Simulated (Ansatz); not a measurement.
H3C2, space group C2/m, a single point from a YAML input

Computed with Ansatz's Python interface.

`input.yaml`
```yaml
crystal:
  lattice:
    - [3.579445, -3.227645, 0.0]
    - [3.579445, 3.227645, 0.0]
    - [-0.781891, 0.0, 4.002524]
  atoms:
    - { symbol: H, position: [0.27, 0.27, 0.5475] }
    - { symbol: H, position: [0.73, 0.73, 0.4525] }
    - { symbol: H, position: [0.217, 0.4854, 0.2281] }
    - { symbol: H, position: [0.5146, 0.783, 0.7719] }
    - { symbol: H, position: [0.783, 0.5146, 0.7719] }
    - { symbol: H, position: [0.4854, 0.217, 0.2281] }
    - { symbol: C, position: [0.0787, 0.0787, 0.0839] }
    - { symbol: C, position: [0.9213, 0.9213, 0.9161] }
    - { symbol: C, position: [0.2732, 0.2732, 0.281] }
    - { symbol: C, position: [0.7268, 0.7268, 0.719] }
kpoints:
  mp_grid: { grid: [4, 4, 4] }
hamiltonian:
  xc: pbe
scf:
  occupations: { method: fixed }
basis:
  ecutwfc: 470
output:
  stress: true
  eigenvalues: true
```

Run as a notebook:

```python
import ansatz as az
import numpy as np
import yaml
```

```python
with open('input.yaml') as handle:
    tree = yaml.safe_load(handle)
print('sections:', list(tree))
planned = az.Session.from_dict(tree).plan(threads=1, pin='off')
res = planned.execute()
r = res.report

r['published_state_doubts']
```

    sections: ['crystal', 'kpoints', 'hamiltonian', 'scf', 'basis', 'output']
    []

```python
res.unlabelled_reasons
```

    ['no_forces']

```python
energy = r['free_energy_ev']
print('H3C2: {:.6f} eV = {:.6f} Ry = {:.6f} Ha'.format(energy, energy / 13.605693, energy / 27.211386))
print('Fermi level {:.4f} eV, {} k-points, {} symmetry operations'.format(r['fermi_energy_ev'], r['n_kpoints'], r['n_symmetry_ops']))
```

    H3C2: -1098.450041 eV = -80.734590 Ry = -40.367295 Ha
    Fermi level -0.5207 eV, 24 k-points, 4 symmetry operations

```python
# the stress is positive in compression
print('pressure by term (GPa)')
for term, tensor in r['stress_terms_gpa'].items():
    if np.any(tensor):
        print(f'  {term:28s} {np.trace(np.array(tensor)) / 3:12.3f}')
print(f'  {"total":28s} {np.trace(np.array(r["stress_gpa"])) / 3:12.3f}')
```

    pressure by term (GPa)
      kinetic                           515.161
      hartree                           173.640
      ewald                            -196.784
      local_pseudopotential            -439.648
      nonlocal_pseudopotential           65.074
      augmentation                       17.888
      nlcc                              -20.827
      xc                               -110.922
      augmentation_tail                   0.034
      scf_correction                     -0.000
      pulay_correction                    0.092
      total                               3.707

```python
edges = r.get('band_edges_ev')
if edges:
    print(f'band edges on the mesh: {edges[0]:.3f} and {edges[1]:.3f} eV, gap {edges[1] - edges[0]:.3f} eV')
else:
    print('no band edges reported (a metal, or a gap too narrow for this smearing); Fermi level', round(r['fermi_energy_ev'], 3), 'eV')
```

    band edges on the mesh: -0.521 and 4.351 eV, gap 4.871 eV

```python
print('band  energy (eV)  occupation, at k =', r['kpoints_frac'][0])
for band, (e, occ) in enumerate(zip(r['eigenvalues_ev'][0], r['occupations'][0]), start=1):
    print(f'{band:4d} {e:12.4f} {occ:9.4f}')
```

    band  energy (eV)  occupation, at k = [0.0, 0.0, 0.0]
       1     -14.6076    2.0000
       2     -13.1058    2.0000
       3     -11.4867    2.0000
       4      -6.3873    2.0000
       5      -5.6758    2.0000
       6      -5.4063    2.0000
       7      -4.8228    2.0000
       8      -4.7808    2.0000
       9      -4.7488    2.0000
      10      -1.8413    2.0000
      11      -1.4293    2.0000
      12       4.3505    0.0000
      13       5.3480    0.0000
      14       6.2524    0.0000
      15       7.7772    0.0000
      16       8.8590    0.0000
      17       9.1383    0.0000
      18       9.8528    0.0000
      19      10.3098    0.0000
      20      10.3272    0.0000

```python
terms = r['components']
{name: round(terms[name], 3) for name in ('e_kinetic', 'e_hartree', 'e_xc', 'e_local', 'e_nonlocal')}
```

    {'e_kinetic': 446.056,
     'e_hartree': 300.694,
     'e_xc': -245.171,
     'e_local': -979.045,
     'e_nonlocal': 121.272}

```python
print('doubts on the final state:', r['published_state_doubts'] or 'none')
print('warnings:', sorted({n['data']['kind'] for n in res.notices if n['data'].get('severity') in ('warning', 'doubt')}) or 'none')
```

    doubts on the final state: none
    warnings: none

Notes:
- Absolute energies stand on the zero of these potentials, so only differences at equal settings mean something. A total without «per atom» is that of the cell as typed.
- Semilocal gaps usually lie well under measured ones.
- The energy terms are those on the plane-wave grid, with the one-centre PAW part apart; the terms shown are only some of the summands, so they needn't add up to F.
- An absolute Fermi energy rests on an arbitrary zero of the periodic potential and has no direct meaning.
- Pressure is positive in compression.
- The structure is a deposited one; some such entries were measured under pressure or heat, so a shift against it needn't be the functional's error alone.
- Gaps and levels are Kohn-Sham values on a finite set of k-points.
- Run time: 3.4 s on 1 thread of Arm Neoverse V1 (shared host), peak memory 0.38 GiB.

(Lines on the test bed's own set-up are left out of the output.)
